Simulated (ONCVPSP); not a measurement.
# Ge: generating and testing an ONCV potential

Do these settings give a usable potential? It is generated, then checked for transferability, scattering, ghosts and hardness.

The numbers are computed with ONCVPSP 4.0.1.1 (patched build) (PBEsol, scalar-relativistic, spin-unpolarised reference atom).

15 further runs of the same task are left out: 4 that didn't finish, 11 set aside as unsound or not needed.

### 1 The atom and the settings

Typed settings, in words:

```json
{"element": "germanium (Ge, Z = 32)", "type": "optimised norm-conserving Vanderbilt (ONCV)", "frozen core": "[Ar]", "valence charge": "14", "reference configuration": "3d10 4s2 4p2", "partial waves": "4s: rc 1.30 bohr, ncon 3, nbas 7, qcut 6.2 1/bohr, 2 projectors, debl 1 Ha; 4p: rc 1.95 bohr, ncon 3, nbas 5, qcut 4.9 1/bohr, 1 projector; 3d: rc 0.95 bohr, ncon 4, nbas 9, qcut 18.3 1/bohr, 2 projectors, debl 3.6 Ha", "local potential": "polynomial inside 0.75 bohr (lpopt 2, dvloc0 3 Ha)", "core correction": "Teter function, fcfact 2.75, rcfact 1.35"}
```

The outer shells as boxes (Hund's rule for the drawing; the calculation is spin-unpolarised):

```
[Ar] core
3d [↑↓][↑↓][↑↓][↑↓][↑↓]
4s [↑↓]
4p [↑ ][↑ ][  ]
```

### 2 The generation run

File Ge.dat:

```
# ATOM AND REFERENCE CONFIGURATION
# atsym  z   nc   nv     iexc    psfile
  Ge 32.00    5    3  -116133      upf
#
#   n    l    f
    1    0    2.00
    2    0    2.00
    2    1    6.00
    3    0    2.00
    3    1    6.00
    3    2   10.00
    4    0    2.00
    4    1    2.00
#
# PSEUDOPOTENTIAL AND OPTIMIZATION
# lmax
    2
#
#   l,   rc,      ep,       ncon, nbas, qcut
    0    1.30    0.00    3    7    6.20
    1    1.95    0.00    3    5    4.90
    2    0.95    0.00    4    9   18.30
#
# LOCAL POTENTIAL
# lloc, lpopt,  rc(5),   dvloc0
    4    2    0.75    3.00
#
# VANDERBILT-KLEINMAN-BYLANDER PROJECTORs
# l, nproj, debl
    0    2    1.00
    1    1    1.00
    2    2    3.60
#
# MODEL CORE CHARGE
# icmod, fcfact, rcfact
    3    2.75    1.35
#
# LOG DERIVATIVE ANALYSIS
# epsh1, epsh2, depsh
   -3.00    5.00    0.02
#
# OUTPUT GRID
# rlmax, drl
    6.00    0.01
#
# TEST CONFIGURATIONS
# ncnf
    4
# nvcnf
#   n    l    f
    3
    3    2   10.00
    4    0    2.00
    4    1    1.00
#
    3
    3    2   10.00
    4    0    2.00
    4    1    0.00
#
    3
    3    2   10.00
    4    0    1.00
    4    1    0.00
#
    3
    3    2   10.00
    4    0    0.00
    4    1    0.00
#
```

Launch:

```bash
$ oncvpsp.x < Ge.dat > Ge.out
```

Before running it: what results should come out? Wanted: cutoffs for 1 and 0.1 mHa per electron, occupied waves; bound ghosts; GHOST(+) flags; largest test error; largest phase difference near zero energy, channels read; rms error of d²Exc/dn², without and with the model core.

**Answer**, as computed:

| quantity | value |
| --- | --- |
| cutoffs for 1 and 0.1 mHa per electron, occupied waves | 123 Ha and 139 Ha |
| bound ghosts | s at -323.26 eV |
| GHOST(+) flags | none at low energy |
| largest test error (AE − PS) | -14 meV, for 3d10 4s1 4p0 (1 test unsolved) |
| largest phase difference near zero energy, channels read | 0.010 rad |
| rms error of d²Exc/dn², without and with the model core | 6.88 and 3.23 mHa |

A bound ghost (s) makes it unfit for use: electrons can fall into a state that the atom doesn't have. The worst unpolarised test, 3d10 4s1 4p0, is off by 14 meV on 57.7 eV; by total energies transferability rates as good where solved. Atomic tests can pass in spite of a ghost, since they solve only for the levels asked. Of the tests 1 gave no usable energy difference, which is a warning in itself. It counts as very hard, with 123 Ha needed at the looser tolerance. At the looser tolerance the 3d wave is the slowest; 4s needs 17 Ha. Near zero energy the phases of the channels with partial waves agree within 0.010 rad. All of this concerns the isolated atom, not yet a solid.
